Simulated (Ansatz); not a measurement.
# ScGe+ (quintet): from Hartree-Fock to the top rungs at distance Sc1–Ge2 = 4.693 Å, def2-SVP

The task here is to estimate one member of a computed series from the others.

Program: Ansatz 0.2.0, Gaussian basis. Level of theory: def2-SVP, core rule «outside noble gas», up to 23 orbitals frozen. These are calculated values, not measurements.

Plan: UHF; CCSD(T) on ROHF; CCSD(T) on UHF; CISD as a restricted active space (open shells left free, so some higher excitations enter); CCSDT(Q) on ROHF; CCSDT(Q) on UHF; CASSCF and MRCISD+Q, 6 electrons in 6 orbitals; CASSCF and NEVPT2, 6 electrons in 6 orbitals.

55 further runs of the same task are left out: 27 for a known fault of the program, 22 that didn't finish, 6 set aside as unsound or not needed. Runs told in other sessions of the task aren't counted.

## What is computed

The geometry derives from a PBE0/def2-TZVP stationary point (not a proven minimum). One bond is set to the value named and the two fragments are kept rigid. No spin-orbit coupling is included. The filled d shell of Ge may be among the frozen orbitals whatever the setting's name suggests.

2 atoms, charge 1, spin multiplicity 5.

Atoms are counted from 1 here; the program's logs count them from 0.

No contacts short enough for the rule that draws bonds.

Set-up of the first run:

Input file in.yaml:

```yaml
crystal:
  periodic: [false, false, false]
  atoms:
    - {symbol: Sc, position_ang: [0.000000, 0.000000, 0.000000]}
    - {symbol: Ge, position_ang: [0.000000, 0.000000, 4.693000]}
basis:
  gaussian: {orbitals: def2-SVP}
total_charge: 1
magnetization: {spin_polarized: true, initial_magnetization: 4}
hamiltonian: {xc: hf}
output: {orbitals: {seedname: orbitals}}
```

Launch:

```bash
> ansatz run in.yaml --threads 1 --pin off --events-out ev --progress --plain --max-ram 2393MiB
```

Steps of the session up to this table: UHF; CCSD(T) on ROHF; CCSD(T) on UHF; CISD as a restricted active space (open shells left free, so some higher excitations enter); CCSDT(Q) on ROHF; CCSDT(Q) on UHF; CASSCF and MRCISD+Q, 6 electrons in 6 orbitals; CASSCF and NEVPT2, 6 electrons in 6 orbitals.

One table of the session follows, with a row left open; its other results are not shown here.

```
       method  from RCCSDT(Q) (kJ/mol)
         ROHF                   +169.1
          UHF                   +156.9
         RMP2                    +47.9
         UMP2                    +43.4
         CISD                     +5.1
        RCCSD                     +3.5
        UCCSD                     -0.9
     RCCSD(T)                     +0.9
     UCCSD(T)                     -3.3
       RCCSDT                     +0.1
       UCCSDT                     -4.1
    RCCSDT(Q)                        0
    UCCSDT(Q)                     -4.2
  CASSCF pair                   +137.4
  NEVPT2 pair                        ?
  MRCISD pair                     +3.8
MRCISD+Q pair                     -2.4
```

Estimate the missing values for NEVPT2 pair.

As computed: from RCCSDT(Q) (kJ/mol): +36.4. In the column «from RCCSDT(Q) (kJ/mol)» it lies between CISD (+5.1) and UMP2 (+43.4).

Caveats from the session: Restricted and unrestricted rows rest on different reference determinants; a gap between their highest levels can come from leftover correlation error, from unlike frozen cores or from another state.
